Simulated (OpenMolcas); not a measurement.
# BPH3F3 (SMILES [BH3-][P+](F)(F)F) at HF/ANO-R0 (sfX2C)

What is the vertical ionisation energy of BPH3F3 at HF/ANO-R0 (sfX2C)? 

The calculation is run with OpenMolcas 26.06.

### 1 The structure to begin with

The species is BPH3F3 (8 atoms), meant as a singlet with charge 0. SMILES: `[BH3-][P+](F)(F)F`. The shape is that of a GFN2-xTB optimisation.

Bond lengths: B1–P2 1.870 Å, P2–F3 1.585 Å, P2–F4 1.585 Å, P2–F5 1.585 Å, B1–H6 1.182 Å, B1–H7 1.182 Å, B1–H8 1.182 Å. Some angles: B1–P2–F3 121.9°, B1–P2–F4 121.9°, B1–P2–F5 122.0°, F3–P2–F4 94.6°, F3–P2–F5 94.6°, F4–P2–F5 94.7°, P2–B1–H6 104.7°, P2–B1–H7 104.7°, P2–B1–H8 104.6°, H6–B1–H7 113.8°.

### 2 A single-point energy at HF/ANO-R0 (sfX2C)

File job.inp:

```
>>> EXPORT MOLCAS_PRINT=2

&gateway
  coord
  8
  angstrom
  B       -0.083970       1.003810       0.527130
  P        0.054140      -0.646920      -0.340200
  F        0.307070      -1.992980       0.458020
  F       -1.130450      -1.236380      -1.213750
  F        1.170780      -0.931760      -1.428850
  H       -1.002970       0.881620       1.259750
  H       -0.266410       1.783920      -0.341500
  H        0.951810       1.138690       1.079400
  basis
  ANO-R0
  group
  NoSym

&seward

&scf
  prorbitals
  0
```

On the command line:

```sh
$ export MOLCAS_MEM=1860
$ pymolcas job.inp > job.log
```

The log of the run:

```text
--- Start Module: gateway ---
[...]
--- Stop Module: gateway /rc=_RC_ALL_IS_WELL_ ---
--- Start Module: seward ---
[...]
      Basis functions           32
--- Stop Module: seward /rc=_RC_ALL_IS_WELL_ ---
[...]
--- Start Module: scf ---
[...]
       Convergence after  10 Iterations
[...]
::    Total SCF energy                               -665.8720936171
[...]
      Total spin, S                                     0.0000000000
[...]
      Total electronic charge=   50.000000
      Total            charge=   -0.000000
[...]
      Dipole Moment (debye):
      Origin of the operator (angstrom)=    0.0689   -0.8255   -0.4336
                   X=  3.0369E-01               Y= -3.6278E+00               Z= -1.9080E+00           Total=  4.1102E+00
      Quadrupole Moment (debye*angstrom):
[...]
--- Stop Module: scf /rc=_RC_ALL_IS_WELL_ ---
[...]
```

Run time: 2 s. Hardware: 1 thread of AMD EPYC 9R45 (Zen 5), shared host; peak memory 0.38 GiB.

### 3 The doublet cation at the same level

File job.input:

```
>>> EXPORT MOLCAS_PRINT=2

&GATEWAY
 Coord
 8
 angstrom
 B       -0.083970       1.003810       0.527130
 P        0.054140      -0.646920      -0.340200
 F        0.307070      -1.992980       0.458020
 F       -1.130450      -1.236380      -1.213750
 F        1.170780      -0.931760      -1.428850
 H       -1.002970       0.881620       1.259750
 H       -0.266410       1.783920      -0.341500
 H        0.951810       1.138690       1.079400
 Basis = ANO-R0
 Group = NoSym

&SEWARD

&SCF
 UHF
 Charge = 1
 Spin = 2
 PrOrbitals = 0
```

On the command line:

```sh
$ export MOLCAS_MEM=1860
$ pymolcas job.input > job.log
```

The log of the run:

```text
--- Start Module: gateway ---
[...]
--- Stop Module: gateway /rc=_RC_ALL_IS_WELL_ ---
--- Start Module: seward ---
[...]
      Basis functions           32
--- Stop Module: seward /rc=_RC_ALL_IS_WELL_ ---
[...]
--- Start Module: scf ---
[...]
       Convergence after  33 Iterations
[...]
::    Total SCF energy                               -665.3959071800
[...]
      Total spin, S                                     0.5409533597
[...]
      Total electronic charge=   49.000000
      Total            charge=    1.000000
[...]
      Dipole Moment (debye):
      Origin of the operator (angstrom)=    0.0689   -0.8255   -0.4336
                   X= -8.0548E-02               Y=  8.8250E-01               Z=  4.6557E-01           Total=  1.0010E+00
      Center of Charge (angstrom)
[...]
--- Stop Module: scf /rc=_RC_ALL_IS_WELL_ ---
[...]
```

Wall time 2.6 s (1 thread of AMD EPYC 9R45 (Zen 5), shared host); peak memory 0.38 GiB.

### 4 Outcome

Level: HF/ANO-R0 (sfX2C).

| quantity | value |
| --- | --- |
| singlet BPH3F3: total energy | -665.87209 Eh |
| singlet BPH3F3: dipole moment | 4.11 D |
| singlet BPH3F3: HOMO energy | -13.74 eV |
| singlet BPH3F3: LUMO energy | 4.99 eV |
| singlet BPH3F3: HOMO–LUMO gap | 18.73 eV |
| doublet cation: total energy | -665.39591 Eh |
| doublet cation: HOMO energy (highest over α and β) | -20.05 eV |
| doublet cation: LUMO energy (lowest over α and β) | -12.13 eV |
| doublet cation: ⟨S²⟩ | 0.834 |
| vertical ionisation energy (to the doublet cation) | 12.958 eV |

Removing an electron at fixed nuclei costs 12.96 eV (1250 kJ/mol). The negative HOMO energy of the first species, 13.74 eV, lies 0.78 eV above that difference. In a minimal basis such a difference can be off by several eV, whatever the method. Mulliken charges (doublet cation) run from -1.19 on B1 to +1.51 on P2.
